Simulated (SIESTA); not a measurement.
Ta3Cu under changes of volume

One of the cells (17.281 Å³/atom); the others are scaled copies at fixed shape and fractional positions:

```
CELL_PARAMETERS angstrom
-2.01980 2.01980 4.23604
2.01980 -2.01980 4.23604
2.01980 2.01980 -4.23604
ATOMIC_POSITIONS crystal
Ta 0.50000 0.50000 0.00000
Ta 0.25000 0.75000 0.50000
Ta 0.75000 0.25000 0.50000
Cu 0.00000 0.00000 0.00000
```

The cell comes from a database or a generator and needn't be the stable form of this composition.

- Program: SIESTA 5.4.2
- Functional: PBEsol
- Potentials or basis: PseudoDojo 0.4 standard (PBEsol files)
- Basis: DZP (energy shift 0.003 Ry; two zetas on semicore shells)
- Grid cutoff: 800 Ry
- Energy shift: 0.003 Ry
- k mesh: 9 × 9 × 9
- Occupations: fermi-dirac, width 0.05 eV
- Spin: no spin polarisation

```tsv
volume (Å³/atom)	energy over the lowest point (meV/atom)	pressure (GPa)
15.926	?	?
16.265	0.69	2.6
16.604	0.00	-1.8
17.281	24.03	-9.1
17.620	46.75	-12.3
17.959	76.10	-15.3
```

**Question.** What does the run at 15.926 Å³/atom give?

**Answer.** Energy over the lowest point 11.13 meV/atom; pressure 7.3 GPa.

Worked out: A Birch-Murnaghan fit of order 3 (a polynomial in V^(-2/3)) to the other rows has its minimum at 16.46 Å³/atom with B0 = V·E''(V) = 209 GPa and B' = 4.2 at fixed shape and positions, which overstates the stiffness. It gives 11.00 meV/atom at 15.926 Å³/atom, against the run's 11.13, and -dE/dV = 7.3 GPa, against 7.3.

Energies are extrapolated to zero smearing.

Caveats: short orbitals over semicore shells can move pressures by several GPa; the basis of atomic orbitals isn't converged, which shifts pressures, moduli and gaps.
